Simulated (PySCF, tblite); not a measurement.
# C4H8O4SSi: geometry, infrared bands and NMR shifts

Wanted: the infrared bands and NMR shifts of C4H8O4SSi (`COC(=O)COC(=S)O[SiH3]`), by calculation.

Computed with tblite 0.8.0 and PySCF 2.14.0, with density-fitted response routines of our own, on a single molecule in the gas phase. Atoms are numbered from 0 throughout.

## (1) The molecule as given

18 atoms, charge 0, multiplicity 1; geometry from: force field or distance geometry start.

Bonds of the start (Å): C0–O1 1.44, O1–C2 1.41, C2–O3 1.26, C2–C4 1.49, C4–O5 1.43, O5–C6 1.38, C6–S7 1.64, C6–O8 1.40, O8–Si9 1.74, C0–H10 1.12, C0–H11 1.11, C0–H12 1.07, C4–H13 1.09, C4–H14 1.10, Si9–H15 1.46, Si9–H16 1.48, Si9–H17 1.47.

## (2) Optimising the geometry with GFN2-xTB

What the job is given:

```
{"job": {"kind": "relax", "xc": "GFN2-xTB", "basis": "xTB"}, "charge": 0, "multiplicity": 1}
C      3.536400     1.227900    -0.195900
O      2.178100     0.744300    -0.115000
C      2.020000    -0.635800     0.133500
O      3.064600    -1.334000     0.238300
C      0.659700    -1.229500     0.245200
O     -0.371900    -0.248100     0.071800
C     -1.697100    -0.622200     0.141200
S     -2.287700    -1.463600     1.418400
O     -2.619800    -0.316200    -0.861800
Si    -4.003000     0.642000    -0.419000
H      3.421000     2.338100    -0.119900
H      4.103500     0.908400     0.698400
H      3.999600     0.989900    -1.135600
H      0.532700    -1.636900     1.243000
H      0.464000    -1.994600    -0.522300
H     -4.394500     1.424700    -1.582300
H     -3.559200     1.489800     0.706000
H     -5.055200    -0.278000     0.044400
```

Started as:

```sh
$ OMP_NUM_THREADS=1 python probes_run.py task.json out
```

The driver reads the jobs from task.json and runs them one after another.

**Question.** This job is followed by: GFN2-xTB harmonic vibrations, gas phase; GIAO PBE0/pcSseg-1 NMR shielding, non-relativistic, gas phase. What will the session give for the following? strongest single infrared mode (GFN2-xTB); zero-point energy (GFN2-xTB); ¹³C shifts against TMS (PBE0/pcSseg-1); ¹H shifts against TMS (PBE0/pcSseg-1, means over atoms taken as alike); ¹⁷O shifts against H2O (PBE0/pcSseg-1); ³³S shifts against CS2 (PBE0/pcSseg-1); ²⁹Si shifts against TMS (PBE0/pcSseg-1).

As calculated:

| quantity | value |
| --- | --- |
| strongest single infrared mode (GFN2-xTB) | 1338 cm⁻¹, 526 km/mol |
| zero-point energy (GFN2-xTB) | 73.6 kcal/mol |
| ¹³C shifts against TMS (PBE0/pcSseg-1) | 205.8, 172.8, 72.6, 53.4 ppm |
| ¹H shifts against TMS (PBE0/pcSseg-1, means over atoms taken as alike) | 5.19, 4.95, 3.92 ppm |
| ¹⁷O shifts against H2O (PBE0/pcSseg-1) | 417.7, 233.4, 216.1, 192.0 ppm |
| ³³S shifts against CS2 (PBE0/pcSseg-1) | 153 ppm |
| ²⁹Si shifts against TMS (PBE0/pcSseg-1) | -40.9 ppm |

What this shows: The optimisation took 151 steps and gained 1.461 eV; among the close pairs (by a distance rule), C6–O8 changed most, from 1.397 to 1.301 Å. The lowest mode is imaginary (32i cm⁻¹), so the xTB geometry is not a minimum. The strongest single mode, at 1338 cm⁻¹, moves mainly C6. GFN2-xTB is a fitted tight-binding method: band positions and strengths are rough. Its intensities can rank the bands wrongly. C6 (thiocarbonyl carbon) lies farthest downfield among carbon, at 205.8 ppm; the small n→π* gap of C=S deshields it strongly. H13, H14 (mean) (hydrogen on an sp3 CH2 bonded to O, α to a carbonyl) lies farthest downfield among hydrogen, at 5.19 ppm; its carbon carries O, an electronegative neighbour. At PBE0/pcSseg-1: Shielding is most anisotropic at O3 (span 669 ppm, paramagnetic term -481 ppm).
